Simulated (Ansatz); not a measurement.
# C2H3BFN (SMILES FB1C=NC1): CCSD(T)/def2-SVP

What is the vertical singlet–triplet gap of C2H3BFN at CCSD(T)/def2-SVP? 

The results are computed with Ansatz 0.2.0.

122 further runs of the same task are left out: 122 set aside as unsound or not needed.

## 1. The molecule

The species is C2H3BFN (8 atoms), meant as a singlet with charge 0. As SMILES, `FB1C=NC1`. The coordinates come from a PBE0-D4/def2-TZVP relaxation.

Bond lengths: F1–B2 1.312 Å, B2–C3 1.553 Å, C3–N4 1.291 Å, B2–C5 1.580 Å, N4–C5 1.510 Å, C3–H6 1.087 Å, C5–H7 1.093 Å, C5–H8 1.090 Å. Some angles: F1–B2–C3 135.6°, F1–B2–C5 135.3°, C3–B2–C5 86.1°, B2–C3–N4 90.7°, C3–N4–C5 99.2°, B2–C5–N4 82.2°, B2–C3–H6 145.8°, N4–C3–H6 122.6°, B2–C5–H7 120.5°, B2–C5–H8 118.9°.

## 2. The energy at CCSD(T)/def2-SVP

File in.yaml:

```yaml
crystal:
  periodic: [false, false, false]
  atoms:
    - symbol: F
      position_ang: [0.213200, -1.007300, 1.918400]
    - symbol: B
      position_ang: [-0.024100, -0.304800, 0.836200]
    - symbol: C
      position_ang: [0.319000, 1.128500, 0.345800]
    - symbol: "N"
      position_ang: [0.303900, 0.728600, -0.881200]
    - symbol: C
      position_ang: [-0.301700, -0.640600, -0.682300]
    - symbol: H
      position_ang: [0.656500, 2.120900, 0.633900]
    - symbol: H
      position_ang: [0.257100, -1.432700, -1.186200]
    - symbol: H
      position_ang: [-1.331600, -0.649700, -1.040300]
basis:
  gaussian: {orbitals: def2-SVP}
correlation: {method: ccsd_t, frozen_orbitals: {B: 1, C: 1, F: 1, H: 0, "N": 1}}
accuracy: high
scf: {omitted_lower_state_checks: [cluster_reference, increment]}
```

Launch:

```bash
$ ansatz run in.yaml --threads 1 --pin off --max-ram 3480MiB --events-out events.jsonl --progress --plain --runs-dir runs
```

What it wrote (excerpt; [...] marks lines left out):

```text
Warning: RAYON_NUM_THREADS=1 ignored (pool sized by the plan → 1); use --threads N
Functional definition: HF
  name "HF"
[...]
2019 factors; integrals over basis functions are off by at most 3.4e-9 eV
[...]
mean field -6962.04321827 eV, -255.8503692292 hartree, gradient 4.0e-8 eV, S^2 0.000000; 0 other end points of the search recorded, 0 dependent functions left out; unrestricted orbitals would lower it
5 core orbitals not correlated: weight in the atoms' cores, before any rotation towards them, 1.000 or more for the frozen orbitals, at most 0.000 for the correlated occupied ones
reference -6962.04321827 eV, -255.8503692292 hartree; 13, 13 occupied and 67, 67 virtual orbitals, 2019 factors
second order -18.58267121 eV of doubles, -0.00000000 eV of singles
cycle   1  -18.77563496 eV  change   -1.9e-1 eV  update   1.1e-1
[...]
cycle  26  -19.40365365 eV  change    1.9e-9 eV  update   1.7e-9
perturbative correction -0.65303856 eV, -0.0239987245 hartree
Total energy: -6982.09991048 eV, -256.5874390730 hartree
Checks for a lower state left out: cluster_reference, increment
```

It took 23 s on 1 thread of Arm Neoverse V2, shared host; peak memory 0.53 GiB.

## 3. The triplet

File run.yaml:

```yaml
basis:
  gaussian: {orbitals: def2-SVP}
crystal:
  periodic: [false, false, false]
  atoms:
    - {symbol: F, position_ang: [0.213200, -1.007300, 1.918400]}
    - {symbol: B, position_ang: [-0.024100, -0.304800, 0.836200]}
    - {symbol: C, position_ang: [0.319000, 1.128500, 0.345800]}
    - {symbol: "N", position_ang: [0.303900, 0.728600, -0.881200]}
    - {symbol: C, position_ang: [-0.301700, -0.640600, -0.682300]}
    - {symbol: H, position_ang: [0.656500, 2.120900, 0.633900]}
    - {symbol: H, position_ang: [0.257100, -1.432700, -1.186200]}
    - {symbol: H, position_ang: [-1.331600, -0.649700, -1.040300]}
correlation: {method: ccsd_t, frozen_orbitals: {B: 1, C: 1, F: 1, H: 0, "N": 1}}
magnetization: {spin_polarized: true, initial_magnetization: 2}
accuracy: high
scf: {omitted_lower_state_checks: [cluster_reference, increment]}
```

Launch:

```bash
$ ansatz run run.yaml --threads 1 --pin off --max-ram 3480MiB --events-out events.jsonl --progress --plain --runs-dir runs
```

What it wrote:

```text
Warning: RAYON_NUM_THREADS=1 ignored (pool sized by the plan → 1); use --threads N
[... 13 lines left out ...]
5 core orbitals not correlated: weight in the atoms' cores, before any rotation towards them, 1.000 or more for the frozen orbitals, at most 0.000 for the correlated occupied ones
[... 38 lines left out ...]
Total energy: -6978.82114966 eV, -256.4669468353 hartree
Checks for a lower state left out: cluster_reference, increment
```

Wall time 97 s (1 thread of Arm Neoverse V2, shared host); peak memory 1 GiB.

## 4. Summary of results

At CCSD(T)/def2-SVP, 5 core orbitals frozen:

| quantity | value |
| --- | --- |
| singlet: total energy | -256.58744 Eh |
| singlet: correlation energy (5 core orbitals frozen) | -737.1 mEh |
| singlet: (T) correction | -24.00 mEh |
| singlet: T1 diagnostic | 0.014 |
| triplet: total energy | -256.46695 Eh |
| triplet: correlation energy (5 core orbitals frozen) | -709.3 mEh |
| triplet: (T) correction | -21.86 mEh |
| triplet: ⟨S²⟩ of the reference determinant | 2.019 |
| triplet: T1 diagnostic | 0.024 |
| vertical energy of the triplet above the singlet | 3.279 eV |

**Reading.** At this shape the triplet lies 3.28 eV (76 kcal/mol) above the singlet. The restricted solution (singlet) is unstable to spin breaking: an unrestricted one lies lower. The triples (singlet) make up 3.3 % of the correlation energy. The triples (triplet) make up 3.1 % of the correlation energy.
